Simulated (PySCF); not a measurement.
# CoN₂⁻: relaxation and vibrations of the singlet

Aim: relax CoN₂⁻ as a singlet from a linear start, check by its vibrations whether the end is a minimum, and collect its spectrum and constants.

Method: PBE0, basis Co def2-TZVPD, N def2-TZVPD, no relativity, density fitting; program: PySCF 2.14.0.

## 1. The starting structure

3 atoms, charge -1, spin multiplicity 1.

Bond lengths: Co1–N2 1.630 Å, Co1–N3 1.630 Å. Angles: N2–Co1–N3 180.0°.

```xyz
3
charge -1 multiplicity 1
Co    0.0000    0.0000    0.0000
N     0.0000    0.0000    1.6300
N     0.0000    0.0000   -1.6300
```

## 2. Relaxing the singlet from the linear start

One driver script runs all steps and calls PySCF; scf.py shows how it sets up the SCF of each step. The optimiser is the driver's own. Before each start the driver seeks the lowest SCF state from one or more starting densities and follows internal instabilities, so scf.py alone need not reach the same state.

The program finds D∞h symmetry in the start, which this walk keeps.

scf.py

```python
from pyscf import gto, scf, dft
mol = gto.M(atom='''
Co     0.000000     0.000000     0.000000
N      0.000000     0.000000     1.630000
N      0.000000     0.000000    -1.630000''',
    basis={'Co': 'def2-TZVPD', 'N': 'def2-TZVPD'},
    charge=-1, spin=0)
mf = dft.RKS(mol, xc='PBE0')
mf.grids.atom_grid = (50, 194)
aux = {'Co': 'def2-universal-JKFIT', 'N': 'def2-universal-JKFIT'}
mf = mf.density_fit(auxbasis=aux)
mf.kernel()
```

The optimiser's trace:

| step | energy (Eh) | change (kJ/mol) | largest symmetric gradient (Eh/bohr) |
| --- | --- | --- | --- |
| 0 | -1491.767254 | 0.00 | 0.04621 |
| 1 | -1491.772219 | -13.04 | 0.00326 |
| 2 | -1491.772239 | -13.09 | 0.00056 |
| 3 | -1491.772239 | -13.09 | 0.00002 |

The walk needed 3.9 s of wall time on 4 threads, shared host.

Geometry (Å) and forces (eV/Å) at some steps:

```
step 0
Co   0.000   0.000   0.000   0.000   0.000   0.000
N    0.000   0.000   1.630   0.000   0.000  -2.376
N    0.000   0.000  -1.630   0.000   0.000   2.376
step 1
Co   0.000   0.000   0.000   0.000   0.000   0.000
N    0.000   0.000   1.573   0.000   0.000   0.168
N    0.000   0.000  -1.573   0.000   0.000  -0.168
step 2
Co   0.000   0.000   0.000   0.000   0.000   0.000
N    0.000   0.000   1.576   0.000   0.000  -0.029
N    0.000   0.000  -1.576   0.000   0.000   0.029
step 3
Co   0.000   0.000   0.000   0.000   0.000   0.000
N    0.000   0.000   1.576   0.000   0.000  -0.001
N    0.000   0.000  -1.576   0.000   0.000   0.001
```

It settles in D∞h symmetry, 13.1 kJ/mol below the start, after 3 steps: Co–N 1.576 Å (×2); N–Co–N 180.0°.

## 3. Vibrations and properties at this point

On the finer grid the gradient is checked again; gradients at displacements of ±0.01 bohr then give force constants and infrared intensities.

Edit scf.py of step 2 so:

```diff
@@ -4,2 +4,2 @@
-N      0.000000     0.000000     1.630000
-N      0.000000     0.000000    -1.630000''',
+N     -0.000000     0.000000     1.575886
+N      0.000000    -0.000000    -1.575886''',
@@ -9 +9 @@
-mf.grids.atom_grid = (50, 194)
+mf.grids.atom_grid = (75, 302)
```

The driver hands on the density of the step before, so the log starts near convergence.

Log of the central SCF (cycles and frontier levels):

```text
init E= -1491.77218800047
  HOMO = -0.0257150738619184  LUMO = 0.0547050900356254  gap/eV = 2.18834
cycle= 1 E= -1491.77218799663  delta_E= 3.84e-09  |g|= 0.000193  |ddm|= 5.33e-05
  HOMO = -0.025713006912404  LUMO = 0.0546827633960376  gap/eV = 2.18768
cycle= 2 E= -1491.77218781881  delta_E= 1.78e-07  |g|= 0.00131  |ddm|= 0.000372
  HOMO = -0.0257151835752085  LUMO = 0.0547019954300083  gap/eV = 2.18826
cycle= 3 E= -1491.77218800053  delta_E= -1.82e-07  |g|= 7.02e-06  |ddm|= 0.000326
  HOMO = -0.0257151040388427  LUMO = 0.0547020389109392  gap/eV = 2.18826
cycle= 4 E= -1491.77218800055  delta_E= -1.68e-11  |g|= 1.81e-06  |ddm|= 5.42e-06
  HOMO = -0.0257147368443402  LUMO = 0.0547021611206091  gap/eV = 2.18826
Extra cycle  E= -1491.77218800052  delta_E= 2.98e-11  |g|= 1.19e-05  |ddm|= 9.18e-06
converged SCF energy = -1491.77218800052
```

The whole step took 9.7 s.

Geometry: D∞h; Co–N 1.576 Å (×2); N–Co–N 180.0°.

Modes, for the most abundant isotopes:

| symmetry | ω (cm⁻¹) | IR (km/mol) |
| --- | --- | --- |
| πu | 219i | 240 |
| σu+ | 752 | 1298 |
| σg+ | 1001 | 0.0 |

2 modes are imaginary, the largest at 219i cm⁻¹: a saddle point, not a minimum.

Properties at this point:

| Item | Value |
| --- | --- |
| Dipole moment about the centre of mass | 0.00 D |
| Highest occupied level | -0.70 eV |
| Lowest empty level | 1.49 eV |
| Rotational constants | 0.2424 cm⁻¹ |
| Zero-point energy (real modes) | 10.5 kJ/mol |
| Principal polarisabilities | 55.6, 55.6, 111.6 bohr³ |
| Principal traceless quadrupole moments about the centre of mass | -18.74, 9.37, 9.37 D Å |

Populations by atom (charges in e):

```tsv
atom	Mulliken	Löwdin	polar tensor	Mayer order to Co1
Co1	0.19	-0.07	2.02	–
N2,3	-0.59	-0.47	-1.51	2.32
```

Mulliken populations on Co1: s 6.15, p 12.92, d 7.73, f 0.00.

## 4. Following the imaginary mode

The atoms are moved a little along the softest imaginary mode and relaxed again.

The program finds C2v symmetry in the start, which this walk keeps.

Edit scf.py of step 3 so:

```diff
@@ -3,3 +3,3 @@
-Co     0.000000     0.000000     0.000000
-N     -0.000000     0.000000     1.575886
-N      0.000000    -0.000000    -1.575886''',
+Co     0.056784    -0.005247     0.000000
+N     -0.119491     0.011040     1.575886
+N     -0.119491     0.011040    -1.575886''',
@@ -9 +9 @@
-mf.grids.atom_grid = (75, 302)
+mf.grids.atom_grid = (50, 194)
```

Steps of the walk:

| step | energy (Eh) | change (kJ/mol) | largest symmetric gradient (Eh/bohr) |
| --- | --- | --- | --- |
| 0 | -1491.773687 | 0.00 | 0.01296 |
| 1 | -1491.774687 | -2.62 | 0.01013 |
| 2 | -1491.777908 | -11.08 | 0.01443 |
| 3 | -1491.782479 | -23.08 | 0.02832 |
| 4 | -1491.783471 | -25.69 | 0.01348 |
| 5 | -1491.783637 | -26.12 | 0.01164 |
| 6 | -1491.784190 | -27.57 | 0.00011 |
| 7 | -1491.784190 | -27.57 | 0.00002 |

The walk took 10 s.

It settles in C2v symmetry, 27.6 kJ/mol below the start, after 7 steps: Co–N 1.570 Å (×2); N–Co–N 123.9°.

## 5. Is it a minimum? Harmonic modes

As before: finer grid, then central differences.

Edit scf.py of step 4 so:

```diff
@@ -3,3 +3,3 @@
-Co     0.056784    -0.005247     0.000000
-N     -0.119491     0.011040     1.575886
-N     -0.119491     0.011040    -1.575886''',
+Co     0.236847    -0.021884    -0.000000
+N     -0.498395     0.046050     1.385019
+N     -0.498395     0.046050    -1.385019''',
@@ -9 +9 @@
-mf.grids.atom_grid = (50, 194)
+mf.grids.atom_grid = (75, 302)
```

SCF at the final geometry:

```text
init E= -1491.78413618702
  HOMO = -0.0183113683683353  LUMO = 0.0630275113620762  gap/eV = 2.21334
cycle= 1 E= -1491.78413618489  delta_E= 2.13e-09  |g|= 0.000145  |ddm|= 4.99e-05
  HOMO = -0.0182998796809901  LUMO = 0.0630442343845665  gap/eV = 2.21349
cycle= 2 E= -1491.78413606334  delta_E= 1.22e-07  |g|= 0.0011  |ddm|= 0.000378
  HOMO = -0.0183099348212446  LUMO = 0.0630295276541055  gap/eV = 2.21336
cycle= 3 E= -1491.78413618705  delta_E= -1.24e-07  |g|= 6.03e-06  |ddm|= 0.000333
  HOMO = -0.0183099573483844  LUMO = 0.0630295193266299  gap/eV = 2.21336
cycle= 4 E= -1491.78413618706  delta_E= -1.32e-11  |g|= 6.61e-07  |ddm|= 3.57e-06
  HOMO = -0.0183100745576438  LUMO = 0.0630294651525141  gap/eV = 2.21336
Extra cycle  E= -1491.78413618707  delta_E= -4.77e-12  |g|= 2.39e-06  |ddm|= 2.86e-06
converged SCF energy = -1491.78413618707
```

The whole step took 14 s.

Geometry: C2v; Co–N 1.570 Å (×2); N–Co–N 123.9°.

Harmonic modes (main isotopes):

```csv
symmetry,ω (cm⁻¹),IR (km/mol),μ (u),type
a1,298,5.9,16.77,bend
b2,988,247,17.63,stretch
a1,1019,0.4,15.23,stretch
```

Every mode is real; the point is a minimum.

Properties at this point:

| Quantity | Value |
| --- | --- |
| Dipole moment about the centre of mass | 3.81 D |
| Highest occupied level | -0.50 eV |
| Lowest empty level | 1.72 eV |
| Rotational constants | 1.629, 0.3138, 0.2631 cm⁻¹ |
| Zero-point energy | 13.8 kJ/mol |
| Principal polarisabilities | 53.8, 81.6, 89.1 bohr³ |
| Principal traceless quadrupole moments about the centre of mass | -10.90, 2.87, 8.03 D Å |
| Entropy at 298.15 K and 1 bar | 257.6 J/(mol K) |
| Heat capacity Cp at 298.15 K | 43.4 J/(mol K) |
| Enthalpy at 298.15 K above 0 K | 11.22 kJ/mol |
| Rotational symmetry number | 2 |

Populations by atom (charges in e):

```tsv
atom	Mulliken	Löwdin	polar tensor	Mayer order to Co1
Co1	-0.04	-0.14	0.33	–
N2,3	-0.48	-0.43	-0.67	2.26
```

Outer orbital energies (eV). occupied: -4.85, -4.60, -3.82, -3.21, -2.96, -0.78, -0.77, -0.50; empty: 1.72, 3.68, 4.34, 4.82.

Mulliken populations on Co1: s 6.78, p 12.54, d 7.73, f 0.00.

## 6. Would spin polarisation lower it?

At the lowest minimum the closed shell is tested against spin polarisation, on the (50, 194) grid. It is unstable: an open-shell solution lies lower. That solution was not followed to a minimum here.

## 7. The points found, side by side

| spin | group | bonds | imaginary modes (cm⁻¹) | ΔE (kJ/mol) | with zero-point energy |
| --- | --- | --- | --- | --- | --- |
| singlet | C2v | Co–N 1.570 Å (×2) | none | 0.0 | 0.0 |
| singlet | D∞h | Co–N 1.576 Å (×2) | 219i, 219i | 31.4 | – |

## 8. What came out

| quantity | value |
| --- | --- |
| minimum | singlet, C2v (closed shell, unstable towards spin polarisation) |
| geometry | Co–N 1.570 Å (×2); N–Co–N 123.9° |
| wavenumbers (cm⁻¹) | 298 (a1), 988 (b2), 1019 (a1) |
| dipole moment (centre of mass) | 3.81 D |
| highest occupied, lowest empty level | -0.50, 1.72 eV |
| polar-tensor charge of Co1 | +0.33 e |
| zero-point energy | 13.8 kJ/mol |

**Reading.** The linear start (D∞h) ends in a minimum of C2v symmetry, after a stop at a second-order saddle point 31.4 kJ/mol higher, from which it was pushed off along an imaginary mode. The strongest infrared band lies at 988 cm⁻¹ (b2, stretch). Only this shape and spin were tried, so other structures or states may lie lower. The closed shell proved unstable towards spin polarisation, so a lower open-shell solution exists.

The search up to here needed 45 s of wall time on 4 threads, shared host.
